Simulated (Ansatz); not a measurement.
# C2H10BN: one species, many methods

The task here is to estimate one member of a computed series from the others.

The runs use Ansatz 0.2.0, Gaussian basis; functionals in def2-TZVPP, the program's frozen cores in correlated methods.

Levels to be run: LDA (SPW92), PBE-D4, revPBE-D4, BLYP-D4, r2SCAN-D4, B97M-V, PBE0-D4, B3LYP-D4, r2SCANh-D4, r2SCAN0-D4, HSE06-D4, BHLYP-D4, CAM-B3LYP-D4, LC-ωPBE, ωB97X-V, ωB97M-V, B2PLYP, PBE-QIDH; CCSD(T)/def2-SVP; CCSD(T)/def2-TZVPP; MP2/def2-QZVPP; extrapolation to the limit; RPA on PBE.

## The relaxed structure

The geometry comes from an earlier relaxation with PBE0-D4 in a triple-zeta def2 set; it is a stationary point, not always the lowest conformer.

14 atoms, charge 0, spin multiplicity 1.

Atoms are counted from 1 here; the program's logs count them from 0.

Bond lengths: C1–B2 1.610 Å, C1–H5 1.098 Å, C1–H6 1.100 Å, C1–H7 1.094 Å, B2–C3 1.610 Å, B2–N4 1.659 Å, B2–H8 1.223 Å, C3–H9 1.100 Å, C3–H10 1.098 Å, C3–H11 1.094 Å, N4–H12 1.017 Å, N4–H13 1.015 Å, N4–H14 1.015 Å. Angles: B2–C1–H5 114.0°, B2–C1–H6 113.0°, B2–C1–H7 110.1°, H5–C1–H6 107.2°, H5–C1–H7 106.0°, H6–C1–H7 106.0°, C1–B2–C3 115.1°, C1–B2–N4 105.7°, C1–B2–H8 113.2°, C3–B2–N4 105.7°, C3–B2–H8 113.2°, N4–B2–H8 102.6°, B2–C3–H9 113.0°, B2–C3–H10 114.0°, B2–C3–H11 110.1°, H9–C3–H10 107.2°, H9–C3–H11 106.0°, H10–C3–H11 106.0° and more.

Set-up of the first run:

File in.yaml:

```yaml
crystal:
  periodic: [false, false, false]
  atoms:
    - {symbol: C, position_ang: [-1.375788, 0.607063, -0.352690]}
    - {symbol: B, position_ang: [0.130485, 0.047793, -0.457451]}
    - {symbol: C, position_ang: [1.218792, 0.851244, 0.415857]}
    - {symbol: N, position_ang: [0.086750, -1.484946, 0.177154]}
    - {symbol: H, position_ang: [-2.115303, 0.000055, -0.891047]}
    - {symbol: H, position_ang: [-1.727289, 0.703921, 0.684810]}
    - {symbol: H, position_ang: [-1.434834, 1.609956, -0.786845]}
    - {symbol: H, position_ang: [0.490379, -0.151518, -1.609077]}
    - {symbol: H, position_ang: [0.931375, 0.953943, 1.472357]}
    - {symbol: H, position_ang: [2.223091, 0.408445, 0.393871]}
    - {symbol: H, position_ang: [1.329704, 1.870192, 0.032173]}
    - {symbol: H, position_ang: [-0.204233, -1.459064, 1.151012]}
    - {symbol: H, position_ang: [1.003084, -1.919200, 0.132257]}
    - {symbol: H, position_ang: [-0.569213, -2.067285, -0.333580]}
basis:
  gaussian: {orbitals: def2-TZVPP}
hamiltonian: {xc: lda}
output: {orbitals: {seedname: orbitals}}
```

On the command line:

```
ansatz run in.yaml --threads 4 --pin off --events-out ev --progress --plain --max-ram 10444MiB
```

Among the steps run: LDA; PBE-D4 (GGA); revPBE-D4 (GGA); BLYP-D4 (GGA); r2SCAN-D4 (meta-GGA); B97M-V (meta-GGA); B3LYP-D4 (hybrid); r2SCANh-D4 (hybrid); r2SCAN0-D4 (hybrid); HSE06-D4 (hybrid); BHLYP-D4 (hybrid); CAM-B3LYP-D4 (range-separated); LC-ωPBE (range-separated); ωB97X-V (range-separated); ωB97M-V (range-separated); B2PLYP (double hybrid); PBE-QIDH (double hybrid).

One of the session's tables, all rows but one given; the rest of the session is left out.

It belongs to the step «Orbital energies across the functionals». 

| functional | HOMO (eV) | gap (eV) |
| --- | --- | --- |
| LDA (SPW92) | -6.03 | 5.21 |
| PBE-D4 | -6.00 | 5.27 |
| revPBE-D4 | -5.96 | 5.30 |
| BLYP-D4 | -5.95 | 5.17 |
| r2SCAN-D4 | -6.26 | 6.31 |
| B97M-V | -6.35 | 5.82 |
| PBE0-D4 | -7.31 | 7.42 |
| B3LYP-D4 | -7.15 | 6.89 |
| r2SCANh-D4 | -6.75 | 7.04 |
| r2SCAN0-D4 | -7.49 | 8.11 |
| HSE06-D4 | -6.91 | 6.65 |
| BHLYP-D4 | -8.63 | 9.32 |
| CAM-B3LYP-D4 | -8.76 | 9.60 |
| LC-ωPBE | -10.08 | 12.26 |
| ωB97X-V | -9.76 | 11.73 |
| ωB97M-V | ? | ? |

**Question.** Estimate the row for ωB97M-V.

**Answer.** HOMO (eV): -9.62; gap (eV): 11.12. In the column «HOMO (eV)» it lies between ωB97X-V (-9.76) and CAM-B3LYP-D4 (-8.76).
